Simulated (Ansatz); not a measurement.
# C₂H₄BClO₂: a ladder of functionals and wavefunction methods

The task here is to estimate one member of a computed series from the others.

Computed with Ansatz 0.2.0, Gaussian basis. Level: functionals in def2-TZVPP, the program's frozen cores in correlated methods.

Plan: PBE-D4, r2SCAN-D4, PBE0-D4, B3LYP-D4, ωB97X-V, ωB97M-V, B2PLYP; CCSD(T)/def2-TZVPP; MP2/def2-QZVPP; extrapolation to the limit.

### Structure used throughout

An earlier PBE0-D4 in a triple-zeta def2 set relaxation fixed the geometry.

SMILES `O/C=C/B(O)Cl`, 10 atoms, charge 0, spin multiplicity 1.

Atoms are counted from 1 here; the program's logs count them from 0.

Bond lengths: O1–C2 1.337 Å, O1–H7 0.964 Å, C2–C3 1.340 Å, C2–H8 1.085 Å, C3–B4 1.524 Å, C3–H9 1.088 Å, B4–O5 1.356 Å, B4–Cl6 1.785 Å, O5–H10 0.960 Å. Angles: C2–O1–H7 109.4°, O1–C2–C3 127.0°, O1–C2–H8 111.1°, C3–C2–H8 121.9°, C2–C3–B4 120.5°, C2–C3–H9 119.1°, B4–C3–H9 120.4°, C3–B4–O5 121.7°, C3–B4–Cl6 119.8°, O5–B4–Cl6 118.5°, B4–O5–H10 113.2°.

Set-up of the first run:

The input, in.yaml:

```yaml
crystal:
  periodic: [false, false, false]
  atoms:
    - {symbol: O, position_ang: [-1.899190, -1.224517, 1.068654]}
    - {symbol: C, position_ang: [-0.912627, -0.386582, 0.734699]}
    - {symbol: C, position_ang: [-0.113477, -0.468061, -0.338049]}
    - {symbol: B, position_ang: [0.971253, 0.575553, -0.575819]}
    - {symbol: O, position_ang: [1.162523, 1.610418, 0.278909]}
    - {symbol: Cl, position_ang: [2.026423, 0.448646, -2.010557]}
    - {symbol: H, position_ang: [-1.962641, -1.924473, 0.408195]}
    - {symbol: H, position_ang: [-0.817310, 0.413748, 1.461675]}
    - {symbol: H, position_ang: [-0.249274, -1.289776, -1.037467]}
    - {symbol: H, position_ang: [1.877319, 2.193943, 0.012661]}
basis:
  gaussian: {orbitals: def2-TZVPP}
hamiltonian: {xc: pbe, dispersion: d4}
output: {forces: true, orbitals: {seedname: orbitals}}
```

On the command line:

```console
$ ansatz run in.yaml --threads 4 --pin off --events-out ev --progress --plain --max-ram 10444MiB
```

Steps of the session up to this table: PBE-D4 (GGA); r2SCAN-D4 (meta-GGA); PBE0-D4 (hybrid); B3LYP-D4 (hybrid); ωB97X-V (range-separated); ωB97M-V (range-separated); B2PLYP (double hybrid); CCSD(T) in def2-TZVPP; MP2 in def2-QZVPP.

One of the session's tables, all rows but one given; the rest of the session is left out.

It belongs to the step «Atomisation energies». 

```
            method  atomisation energy (eV)
            PBE-D4                   45.570
         r2SCAN-D4                   44.453
           PBE0-D4                        ?
          B3LYP-D4                   43.965
           ωB97X-V                   44.017
           ωB97M-V                   44.263
            B2PLYP                   43.638
     HF/def2-TZVPP                   31.776
    MP2/def2-TZVPP                   44.241
   CCSD/def2-TZVPP                   41.938
CCSD(T)/def2-TZVPP                   42.771
           MP2/CBS                   45.409
       CCSD(T)/CBS                   43.940
```

Estimate the missing values for PBE0-D4.

The run gave: atomisation energy (eV): 44.394. In the column «atomisation energy (eV)» it lies between ωB97M-V (44.263) and r2SCAN-D4 (44.453).
